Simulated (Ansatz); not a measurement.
# HfAlB4: one candidate of a structure search, part 3 of 3

Aim: relax a trial structure of HfAlB4 and see where it ends.

Ansatz 0.2.0; DFT PBE, scalar-relativistic, plane waves, PAW. Earlier steps stand in the parts before.

## 4. Final relaxation

The end of the coarse run is made exact in the group found at a tolerance of 0.06 Å and reduced to its primitive cell.

File input.yaml:

```yaml
crystal:
  lattice:
    - [3.0532410033, 0.0, 0.0]
    - [-1.5266205016, 2.6441842727, 0.0]
    - [0.0, 0.0, 6.9120758195]
  atoms:
    - { symbol: Hf, position: [0.0, 0.0, 0.0] }
    - { symbol: Al, position: [0.0, 0.0, 0.5] }
    - { symbol: B, position: [0.3333333333, 0.6666666667, 0.264478055] }
    - { symbol: B, position: [0.3333333333, 0.6666666667, 0.735521945] }
    - { symbol: B, position: [0.6666666667, 0.3333333333, 0.264478055] }
    - { symbol: B, position: [0.6666666667, 0.3333333333, 0.735521945] }
basis:
  ecutwfc: 420
kpoints:
  mp_grid: { grid: [15, 15, 6] }
hamiltonian:
  xc: pbe
scf:
  occupations: { method: gaussian, width: 0.1 }
output:
  forces: true
  stress: true
  eigenvalues: true
relax:
  adjacent_minimum: "off"
  f_tol: 0.01
  max_steps: 80
  cell: { stress_tol: 0.05 }
```

The run is started by

```
ansatz run input.yaml --threads 1 --pin off --max-ram 2048MiB --backend cpu --events-out ev --progress --plain --runs-dir out
```

The program printed:

```text
Warning: RAYON_NUM_THREADS=1 ignored (pool sized by the plan → 1); use --threads N
Engine: ansatz 0.2.0, x86_64-unknown-linux-gnu
Pseudopotentials: kind: paw
Pseudopotential: Hf, paw, valence charge 26, recommended cutoff 420 eV (normal), Hf.paw.azcp
Pseudopotential: Al, paw, valence charge 3, recommended cutoff 420 eV (normal), Al.paw.azcp
Pseudopotential: B, paw, valence charge 3, recommended cutoff 420 eV (normal), B.paw.azcp
Functional definition: PBE
  parameter kappa = 0.804
  parameter beta = 0.06672455060314922
  exchange = pbe_x(kappa = kappa, mu = beta*pi^2/3)
  correlation = pbe_c(beta = beta)
Crystal: 6 atoms, lattice volume = 55.803 Å³
Basis set: ecut = 420 eV, 1079 PW (Γ), exchange–correlation on 48×48×96 points (8 copies of the dense FFT grid, shifted against one another)
Bands: 27, of which v1, the nominal top of the filled ones, is band 21 counted from 1 (20 counted from 0)
Symmetry: 24 space group operations
Space group: P6/mmm (ITA 191), of the structure as read, at distance tolerance 3.8e-5 Å
k-points: 108 of 1350
Non-local potential: Hf, projectors of the file, l = 0: 3, l = 1: 2, l = 2: 2, l = 3: 3
Non-local potential: Al, projectors of the file, l = 0: 2, l = 1: 2, l = 2: 1
Non-local potential: B, projectors of the file, l = 0: 2, l = 1: 2, l = 2: 1
PAW form: soft (Blöchl's): semilocal exchange-correlation on the pseudo side does not see the compensation charge
PAW one-centre angular grid: Hf, 590 points (default); XC on 64 Gauss nodes
PAW one-centre angular grid: Al, 110 points (default); XC on 64 Gauss nodes
PAW one-centre angular grid: B, 110 points (default); XC on 64 Gauss nodes
Initial density: superposition of atomic densities (neutral atoms: chi_scale 0, normalization atom), corrected by the library's trained network
Initial wavefunctions: pseudopotential atomic-orbital guess
Functional: x = pbe(κ = 0.804, μ = 0.2195149727645171), c = pbe(β = 0.06672455060314922)
SCF iter   1: F=—  HF=-16885.197663 eV  |F-HF|=—  |Δ(HF+E_count)|=         —  Δρ=5.46e-3  dr2=1.07e-1  ethr=1.77e-3  ⟨swp⟩=5.8  Hψ=12242  notcnv=0
preconditioner: auto → Kerker (q_TF=auto, 2.592 Å⁻¹)  [metal: Δε(μ)=0.030 eV  Ē_g=15.715 eV  σ=0.100 eV  W_gap=0.17  n_scr=22 (ndim 8)  ℏωp=31.0 eV  f_vac=0.000  D(μ)=1.48/eV (n_scr^D=4)]
SCF iter   2: F=—  HF=-16885.187954 eV  |F-HF|=—  |Δ(HF+E_count)|=   9.71e-3  Δρ=3.34e-3  dr2=3.84e-2  ethr=2.60e-4  ⟨swp⟩=1.0  Hψ=3781  notcnv=0
SCF iter   3: F=—  HF=-16885.182769 eV  |F-HF|=—  |Δ(HF+E_count)|=   5.19e-3  Δρ=9.36e-4  dr2=1.49e-3  ethr=9.36e-5  ⟨swp⟩=2.4  Hψ=4259  notcnv=0
SCF iter   4: F=—  HF=-16885.181606 eV  |F-HF|=—  |Δ(HF+E_count)|=   1.16e-3  Δρ=6.03e-4  dr2=3.34e-4  ethr=3.63e-6  ⟨swp⟩=2.0  Hψ=4911  notcnv=0
SCF iter   5: F=—  HF=-16885.181479 eV  |F-HF|=—  |Δ(HF+E_count)|=   1.27e-4  Δρ=1.05e-4  dr2=9.32e-6  ethr=8.15e-7  ⟨swp⟩=2.0  Hψ=3981  notcnv=0
SCF iter   6: F=—  HF=-16885.181514 eV  |F-HF|=—  |Δ(HF+E_count)|=   3.45e-5  Δρ=4.25e-5  dr2=9.74e-7  ethr=2.27e-8  ⟨swp⟩=2.0  Hψ=4985  notcnv=0  defer=34
SCF iter   7: F=-16885.181513 eV  HF=-16885.181513 eV  |F-HF|=7.38e-8  |Δ(HF+E_count)|=   3.49e-7  Δρ=8.94e-6  dr2=8.74e-8  ethr=2.44e-10  ⟨swp⟩=7.7  Hψ=14542  notcnv=0
SCF 1 converged in 7 iterations: F = -16885.181513 eV  dr2 = 8.74e-8
relax step   1: F+E_penalty+E_count = -16885.18151324 eV  Δ(F+E_penalty+E_count) = +0.000e0 eV  max|allowed force component| = 3.778e-3 eV/Å  Δτ_max = 0.0000 Å  P = +0.038 GPa  Ω = 55.803 Å³  (7 SCF iters, dr2 threshold 1.00e-7 eV, accepted)
Crystal: 6 atoms, lattice volume = 55.841 Å³
Initial density: handed on by an earlier stage of this run
Initial wavefunctions: those handed on with the density
iter 1 solved again at ethr=2.28e-7 eV; its pass at ethr=3.10e-3 eV (dr2=9.36e-5 eV) is discarded
SCF iter   1: F=—  HF=-16885.181497 eV  |F-HF|=—  |Δ(HF+E_count)|=         —  Δρ=2.40e-4  dr2=9.46e-5  ethr=2.28e-7  ⟨swp⟩=2.1  Hψ=14589  notcnv=0
preconditioner: auto → Kerker (q_TF=auto, 2.591 Å⁻¹)  [metal: Δε(μ)=0.016 eV  Ē_g=15.631 eV  σ=0.100 eV  W_gap=0.09  n_scr=22 (ndim 8)  ℏωp=31.0 eV  f_vac=0.000  D(μ)=1.57/eV (n_scr^D=4)]
SCF iter   2: F=—  HF=-16885.181519 eV  |F-HF|=—  |Δ(HF+E_count)|=   2.14e-5  Δρ=1.47e-4  dr2=3.76e-5  ethr=2.28e-7  ⟨swp⟩=1.0  Hψ=2916  notcnv=0
SCF iter   3: F=—  HF=-16885.181512 eV  |F-HF|=—  |Δ(HF+E_count)|=   7.18e-6  Δρ=2.24e-5  dr2=6.48e-7  ethr=9.18e-8  ⟨swp⟩=2.1  Hψ=3359  notcnv=0
SCF iter   4: F=-16885.181511 eV  HF=-16885.181511 eV  |F-HF|=1.75e-7  |Δ(HF+E_count)|=   3.82e-7  Δρ=1.33e-5  dr2=1.89e-7  ethr=6.01e-10  ⟨swp⟩=5.6  Hψ=12584  notcnv=0
SCF 2 converged in 4 iterations: F = -16885.181511 eV  dr2 = 1.89e-7
relax step   2: F+E_penalty+E_count = -16885.18151112 eV  Δ(F+E_penalty+E_count) = +2.121e-6 eV  max|allowed force component| = 3.029e-3 eV/Å  Δτ_max = 0.0008 Å  P = -0.061 GPa  Ω = 55.841 Å³  energy of the carried Pulay correction = -4.379e-5 eV  (4 SCF iters, dr2 threshold 2.46e-7 eV, accepted)
Crystal: 6 atoms, lattice volume = 55.824 Å³
iter 1 solved again at ethr=3.12e-8 eV; its pass at ethr=3.10e-3 eV (dr2=1.28e-5 eV) is discarded
SCF iter   1: F=—  HF=-16885.181519 eV  |F-HF|=—  |Δ(HF+E_count)|=         —  Δρ=8.69e-5  dr2=1.29e-5  ethr=3.12e-8  ⟨swp⟩=2.1  Hψ=14582  notcnv=0
preconditioner: auto → Kerker (q_TF=auto, 2.592 Å⁻¹)  [metal: Δε(μ)=0.015 eV  Ē_g=15.634 eV  σ=0.100 eV  W_gap=0.09  n_scr=22 (ndim 8)  ℏωp=31.0 eV  f_vac=0.000  D(μ)=1.57/eV (n_scr^D=4)]
SCF iter   2: F=—  HF=-16885.181549 eV  |F-HF|=—  |Δ(HF+E_count)|=   3.03e-5  Δρ=5.26e-5  dr2=5.00e-6  ethr=3.12e-8  ⟨swp⟩=1.0  Hψ=2916  notcnv=0
SCF iter   3: F=—  HF=-16885.181548 eV  |F-HF|=—  |Δ(HF+E_count)|=   7.88e-7  Δρ=1.40e-5  dr2=2.24e-7  ethr=1.22e-8  ⟨swp⟩=2.1  Hψ=4602  notcnv=0
SCF iter   4: F=-16885.181548 eV  HF=-16885.181548 eV  |F-HF|=2.22e-8  |Δ(HF+E_count)|=   1.97e-7  Δρ=5.49e-6  dr2=3.09e-8  ethr=1.95e-10  ⟨swp⟩=4.9  Hψ=11052  notcnv=0
SCF 3 converged in 4 iterations: F = -16885.181548 eV  dr2 = 3.09e-8
relax step   3: F+E_penalty+E_count = -16885.18154807 eV  Δ(F+E_penalty+E_count) = -3.695e-5 eV  max|allowed force component| = 3.500e-4 eV/Å  Δτ_max = 0.0003 Å  P = -0.011 GPa  Ω = 55.824 Å³  energy of the carried Pulay correction = -2.326e-5 eV  (4 SCF iters, dr2 threshold 8.01e-8 eV, accepted)
Initial wavefunctions: pseudopotential atomic-orbital guess (no wavefunctions were taken with the density)
iter 1 solved again at ethr=1.05e-7 eV; its pass at ethr=3.10e-3 eV (dr2=4.30e-5 eV) is discarded
SCF iter   1: F=—  HF=-16885.181554 eV  |F-HF|=—  |Δ(HF+E_count)|=         —  Δρ=6.39e-6  dr2=3.04e-8  ethr=1.05e-7  ⟨swp⟩=3.1  Hψ=19411  notcnv=0
preconditioner: auto → Kerker (q_TF=auto, 2.592 Å⁻¹)  [metal: Δε(μ)=0.015 eV  Ē_g=15.633 eV  σ=0.100 eV  W_gap=0.08  n_scr=22 (ndim 8)  ℏωp=31.0 eV  f_vac=0.000  D(μ)=1.57/eV (n_scr^D=4)]
SCF iter   2: F=—  HF=-16885.181586 eV  |F-HF|=—  |Δ(HF+E_count)|=   3.25e-5  Δρ=3.79e-6  dr2=1.52e-8  ethr=7.41e-11  ⟨swp⟩=2.1  Hψ=5168  notcnv=0
SCF iter   3: F=—  HF=-16885.181586 eV  |F-HF|=—  |Δ(HF+E_count)|=  9.53e-10  Δρ=6.75e-7  dr2=6.34e-10  ethr=3.70e-11  ⟨swp⟩=2.0  Hψ=5114  notcnv=0
SCF iter   4: F=—  HF=-16885.181586 eV  |F-HF|=—  |Δ(HF+E_count)|=  2.18e-10  Δρ=5.51e-7  dr2=9.88e-11  ethr=1.55e-12  ⟨swp⟩=2.0  Hψ=5118  notcnv=0
SCF iter   5: F=—  HF=-16885.181586 eV  |F-HF|=—  |Δ(HF+E_count)|=  9.82e-11  Δρ=1.93e-7  dr2=2.31e-11  ethr=1.00e-12  ⟨swp⟩=5.2  Hψ=11449  notcnv=0
SCF iter   6: F=-16885.181586 eV  HF=-16885.181586 eV  |F-HF|=3.64e-12  |Δ(HF+E_count)|=  3.64e-12  Δρ=4.38e-8  dr2=1.59e-12  ethr=1.00e-12  ⟨swp⟩=4.0  Hψ=8946  notcnv=0
SCF 4 converged in 6 iterations: F = -16885.181586 eV  dr2 = 1.59e-12
relax step   4: F+E_penalty+E_count = -16885.18158612 eV  Δ(F+E_penalty+E_count) = -3.804e-5 eV  max|allowed force component| = 2.553e-4 eV/Å  Δτ_max = 0.0000 Å  P = -0.010 GPa  Ω = 55.824 Å³  stress off target by 1.27e-2 GPa  SCF on the basis re-selected at this cell (its energy is not comparable with the rows above)  (6 SCF iters)
basis re-selected at this cell: Δ(F+E_penalty+E_count) = -3.804e-5 eV, ΔP = +0.001 GPa vs the last step (what re-selecting the basis moved, of the pressure what is left beyond the Pulay correction that the steps carried, after the strain that the cell walked since its last selection, with what the two solves' SCF thresholds leave and, on support functions, any second-order correction that the steps lacked; it is no measure of the basis error at this ecutwfc). This SCF's stress stands 1.27e-2 GPa from its target on what of the cell is left free (relax.cell.stress_tol is 5.00e-2 GPa) and its largest allowed force component is 2.55e-4 eV/Å (relax.f_tol is 1.00e-2 eV/Å): within both
SCF converged after 6 iterations
Free energy (F): -16885.181586 eV
Harris-Foulkes:  -16885.181586 eV  (|F-HF|=3.64e-12)
Internal energy: -16885.173712 eV  (E = F + TS)
E sigma→0 (E₀):  -16885.177649 eV
Entropy (-TS):   -0.007874 eV (-1.312 meV/atom)
Fermi energy:    15.974106 eV
--- Per-component energies (eV) ---
  E_band       = 78.274049
  E_kinetic    = 653.402899
  E_local      = -8165.483635  (includes V_loc(G=0)·N_el)
  E_nonlocal   = -1190.770006
  E_hartree    = 3914.188774
  E_xc         = -473.417011
  E_vxc        = -454.816381  (∫ρ·V_xc dr)
  E_paw        = -7709.678598  (= ΣΔE_a)
  E_vpaw       = 1407.563733  (= ΣTr[D̂ρ^β])
  E_aug_tail   = -0.000016  (compensation charges beyond the density's cutoff)
  E_ewald      = -3913.416118
  E_smearing   = -0.007874  (= −TS)
  E_closure    = 0.000000  (closes the sum)
  Σ components = -16885.181586   (vs F -16885.181586, Δ=0.00e0)
--- Forces (eV/Å), atoms counted from 1 ---
  atom   1  Hf    -0.00000000     0.00000000     0.00000000
  atom   2  Al    -0.00000000     0.00000000     0.00000000
  atom   3  B      0.00000000    -0.00000000    -0.00025530
  atom   4  B     -0.00000000    -0.00000000     0.00025530
  atom   5  B      0.00000000     0.00000000    -0.00025530
  atom   6  B      0.00000000     0.00000000     0.00025530
  max |Σ_I F_I| component: 5.55e-17 eV/Å
--- Stress (GPa, compression-positive) ---
       -0.012689      -0.000000       0.000000
       -0.000000      -0.012689       0.000000
        0.000000       0.000000      -0.003687
  P = ⅓ Tr σ = -0.0097 GPa (-0.097 kbar)
--- Band table (eV; the first three rows and the last of 108) ---
  k-point 0: bands = ["-45.6032", "-14.6084", "-13.8828", "-13.8828", "1.4697", "3.6686", "4.4400", "4.4438", "4.4633", "4.4633", "4.4906", "4.4906", "4.5765", "6.7087", "12.2678", "13.5862", "14.2340", "14.2340", "15.4355", "15.4355", "18.1622", "18.1622", "18.6480", "18.6480", "20.3683", "20.3683", "21.2773"]
  k-point 1: bands = ["-45.6032", "-14.6085", "-13.8828", "-13.8828", "1.5509", "3.4252", "4.4371", "4.4438", "4.4632", "4.4632", "4.4906", "4.4906", "4.5765", "7.0825", "11.4863", "14.2742", "14.2742", "14.2808", "15.3533", "15.3533", "18.1176", "18.1176", "18.7257", "18.7257", "20.5413", "20.5413", "21.1367"]
  k-point 2: bands = ["-45.6032", "-14.6085", "-13.8828", "-13.8828", "1.7723", "2.9445", "4.4346", "4.4438", "4.4632", "4.4632", "4.4906", "4.4906", "4.5765", "7.9628", "10.2796", "14.3747", "14.3747", "15.1460", "15.1751", "15.1751", "18.0381", "18.0381", "18.8783", "18.8783", "20.8016", "20.9565", "20.9565"]
  k-point 107: bands = ["-45.5253", "-14.5407", "-14.5407", "-14.3932", "4.4404", "4.4404", "4.4653", "4.4653", "4.4731", "4.4854", "4.5453", "6.8583", "6.8583", "8.1488", "8.1488", "8.4090", "8.5121", "12.2372", "12.2372", "14.3635", "14.3635", "18.0092", "20.2864", "21.0290", "21.0290", "21.5647", "21.9553"]
--- Relaxed structure (3 steps of the walk, 3 accepted, 1 SCFs on fresh bases) ---
  F+E_penalty+E_count = -16885.18158612 eV   max|allowed force component| = 2.553e-4 eV/Å   (the final SCF, on the basis selected at the relaxed cell)
  cell:  # Å, volume = 55.8244 Å³
    - [3.0525139576942797, -2.8860607856306707e-11, 0.0]
    - [-1.5262569788221458, 2.643554632784254, 0.0]
    - [0.0, 0.0, 6.917960257851846]
  atoms:
    - { symbol: Hf, position: [-4.046662776754987e-35, 5.635024798226137e-36, 3.9214058149753206e-21] }
    - { symbol: Al, position: [-3.111354662769525e-35, 8.243100792101622e-36, 0.49999999999999994] }
    - { symbol: B, position: [0.3333333333333333, 0.6666666666666666, 0.2645464359459137] }
    - { symbol: B, position: [0.3333333333333333, 0.6666666666666666, 0.735453564054086] }
    - { symbol: B, position: [0.6666666666666666, 0.33333333333333337, 0.2645464359459137] }
    - { symbol: B, position: [0.6666666666666666, 0.33333333333333337, 0.735453564054086] }
```

It took 31 s on 1 thread of Intel Xeon Platinum 8488C (Sapphire Rapids), shared host; peak memory 0.51 GiB.

The steps of the relaxation:

| step | E - E(step 1) (eV/cell) | largest force component (eV/Å) | pressure (GPa) | volume (Å³) |
| --- | --- | --- | --- | --- |
| 1 | 0.0000 | 0.0038 | 0.04 | 55.80 |
| 2 | 0.0000 | 0.0030 | -0.06 | 55.84 |
| 3 | 0.0000 | 0.0003 | -0.01 | 55.82 |
| 4 | -0.0001 | 0.0003 | -0.01 | 55.82 |

Step 1 is the start. Step 4 repeats the geometry before it on a plane-wave basis chosen anew for that cell, so its energy need not be comparable with the rows above.

|  | before | after | change |
| --- | --- | --- | --- |
| a (Å) | 3.053 | 3.053 | 0.0 % |
| b (Å) | 3.053 | 3.053 | 0.0 % |
| c (Å) | 6.912 | 6.918 | +0.1 % |
| volume (Å³/atom) | 9.30 | 9.30 | 0.0 % |
| shortest distance (Å) | 1.763 | 1.762 | 0.0 % |
| space group (0.01 Å) | P6/mmm | P6/mmm | same |

The run keeps the 24 symmetry operations of the start, so it could not have lowered the symmetry.

## 5. Changing settings: pseudopotentials.kind nc, ecutwfc left out

File input.yaml:

```yaml
crystal:
  lattice:
    - [3.0525139577, 0.0, 0.0]
    - [-1.5262569788, 2.6435546328, 0.0]
    - [0.0, 0.0, 6.9179602579]
  atoms:
    - { symbol: Hf, position: [0.0, 0.0, 0.0] }
    - { symbol: Al, position: [0.0, 0.0, 0.5] }
    - { symbol: B, position: [0.3333333333, 0.6666666667, 0.2645464359] }
    - { symbol: B, position: [0.3333333333, 0.6666666667, 0.7354535641] }
    - { symbol: B, position: [0.6666666667, 0.3333333333, 0.2645464359] }
    - { symbol: B, position: [0.6666666667, 0.3333333333, 0.7354535641] }
kpoints:
  mp_grid: { grid: [15, 15, 6] }
hamiltonian:
  xc: pbe
  pseudopotentials: { kind: nc }
scf:
  occupations: { method: gaussian, width: 0.1 }
output:
  forces: true
  eigenvalues: true
  stress: true
```

The run is started by

```
ansatz run input.yaml --threads 1 --pin off --max-ram 2048MiB --backend cpu --events-out ev --progress --plain --runs-dir out
```

The program printed, shortened:

```text
Warning: RAYON_NUM_THREADS=1 ignored (pool sized by the plan → 1); use --threads N
[...]
Pseudopotentials: kind: nc
Pseudopotential: Hf, nc, valence charge 26, recommended cutoff 1143 eV (normal), Hf.nc.azcp
Pseudopotential: Al, nc, valence charge 3, recommended cutoff 544.227725 eV (normal), Al.nc.azcp
Pseudopotential: B, nc, valence charge 3, recommended cutoff 1116 eV (normal), B.nc.azcp
[... 1 set-up line as earlier in the session ...]
[...]
Crystal: 6 atoms, lattice volume = 55.824 Å³
[...]
  atom   3  B     -0.00000000    -0.00000000     0.00207284
  atom   4  B     -0.00000000    -0.00000000    -0.00207284
  atom   5  B     -0.00000000     0.00000000     0.00207284
  atom   6  B      0.00000000     0.00000000    -0.00207284
[...]
--- Stress (GPa, compression-positive) ---
        0.040756      -0.000000      -0.000000
       -0.000000       0.040756       0.000000
       -0.000000       0.000000       0.176540
  P = ⅓ Tr σ = 0.0860 GPa (0.860 kbar)
--- Band table (eV; the first three rows and the last of 108) ---
[... band rows left out ...]
[...]
```

Run time: 31 s. Hardware: 1 thread of Intel Xeon Platinum 8488C (Sapphire Rapids), shared host; peak memory 0.68 GiB.

| run | ending | energy change | pressure (GPa) | gap (eV) | force (eV/Å) | cycles | time |
| --- | --- | --- | --- | --- | --- | --- | --- |
| step 4 | converged | - | 0.0 | 0.00 | 0.00 | - | 31 s |
| variant | converged | not comparable | 0.1 | 0.00 | 0.00 | 8 | 31 s |

A change of potentials puts the total energy on another scale; pressure, gap, moments and forces, where computed, barely move.

## 6. Outcome

What follows sums up all 3 parts. Changes of volume or cell count from the first structure of part 1.

```
                              quantity                                                                       value
symmetry at the end (tolerance 0.05 Å)                                                space group P6/mmm (No. 191)
                     conventional cell  a = 3.053 Å, b = 3.053 Å, c = 6.918 Å, α = 90.00°, β = 90.00°, γ = 120.00°
                                volume                                                                9.30 Å³/atom
              energy over the elements                                                               -0.44 eV/atom
                       gap on the mesh                                                                none (metal)
```

What this shows: The space group P6/mmm (No. 191) is kept, and the volume per atom grows by 14.0 % from the first guess. It lies below the elements, which doesn't yet make it stable: competing phases were not computed in this session. No finished test with a distortion of lower symmetry is shown, so the end may be a saddle point. The runs treat Hf without spin-orbit coupling.
